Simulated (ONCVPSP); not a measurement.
# An ONCV potential for iron, from input to tests

Task: generate the file, and judge it by its errors in other configurations, its logarithmic derivatives, its ghosts and its cutoff.

The numbers are computed with ONCVPSP 4.0.1 (PBE, scalar-relativistic, spin-unpolarised reference atom).

### Step 1. The design

Typed settings, in words:

- element: iron (Fe, Z = 26)
- type: optimised norm-conserving Vanderbilt (ONCV)
- frozen core: [Ar]
- valence charge: 8
- reference configuration: 3d6 4s2
- partial waves: 4s: rc 2.45 bohr, ncon 4, nbas 8, qcut 2.3 1/bohr, 2 projectors, debl 2.5 Ha; p scattering state at 0.19 Ha: rc 2.15 bohr, ncon 4, nbas 7, qcut 3.9 1/bohr, 1 projector; 3d: rc 1.65 bohr, ncon 4, nbas 9, qcut 10.2 1/bohr, 2 projectors, debl 2.5 Ha
- local potential: polynomial inside 1.50 bohr (lpopt 5, dvloc0 -1 Ha)
- core correction: not asked for

### Step 2. The generation run

Fe.dat reads:

```
# ATOM AND REFERENCE CONFIGURATION
# atsym  z   nc   nv     iexc    psfile
  Fe 26.00    5    2        4      upf
#
#   n    l    f
    1    0    2.00
    2    0    2.00
    2    1    6.00
    3    0    2.00
    3    1    6.00
    3    2    6.00
    4    0    2.00
#
# PSEUDOPOTENTIAL AND OPTIMIZATION
# lmax
    2
#
#   l,   rc,      ep,       ncon, nbas, qcut
    0    2.45    0.00    4    8    2.30
    1    2.15    0.19    4    7    3.90
    2    1.65    0.00    4    9   10.20
#
# LOCAL POTENTIAL
# lloc, lpopt,  rc(5),   dvloc0
    4    5    1.50   -1.00
#
# VANDERBILT-KLEINMAN-BYLANDER PROJECTORs
# l, nproj, debl
    0    2    2.50
    1    1    0.50
    2    2    2.50
#
# MODEL CORE CHARGE
# icmod, fcfact, rcfact
    0    0.00    0.00
#
# LOG DERIVATIVE ANALYSIS
# epsh1, epsh2, depsh
   -2.00    5.00    0.02
#
# OUTPUT GRID
# rlmax, drl
    6.00    0.01
#
# TEST CONFIGURATIONS
# ncnf
    4
# nvcnf
#   n    l    f
    2
    3    2    6.00
    4    0    1.00
#
    2
    3    2    6.00
    4    0    0.00
#
    2
    3    2    5.00
    4    0    0.00
#
    2
    3    2    7.00
    4    0    1.00
#
```

The run is started by

```
$ oncvpsp.x < Fe.dat > Fe.out
```

Q: Predict the outcome of this session. Wanted: cutoffs for 1 and 0.1 mHa per electron, occupied waves; bound ghosts; GHOST(+) flags; largest test error; largest phase difference near zero energy, channels read.

The runs gave:

| quantity | value |
| --- | --- |
| cutoffs for 1 and 0.1 mHa per electron, occupied waves | 39 Ha and 44 Ha |
| bound ghosts | none found |
| GHOST(+) flags | s at 48 eV |
| largest test error (AE − PS) | +109 meV, for 3d5 4s0 |
| largest phase difference near zero energy, channels read | 0.034 rad |

**Reading.** The worst unpolarised test, 3d5 4s0, is off by 109 meV on 59.2 eV; by total energies transferability rates as fair for so large an energy. That test lies far up in energy; among those under 40 eV, nearer to bonding, the largest error is 87 meV. By its cutoff, 39 Ha for the looser tolerance, it is hard. At the looser tolerance the 3d wave is the slowest; 4s needs 7 Ha. It is free of bound ghosts as far as tested. Of the channels read, p scatters worst near zero energy, by up to 0.03 rad. The program also flags highly localised states, GHOST(+) (s). All of this concerns the isolated atom, not yet a solid.
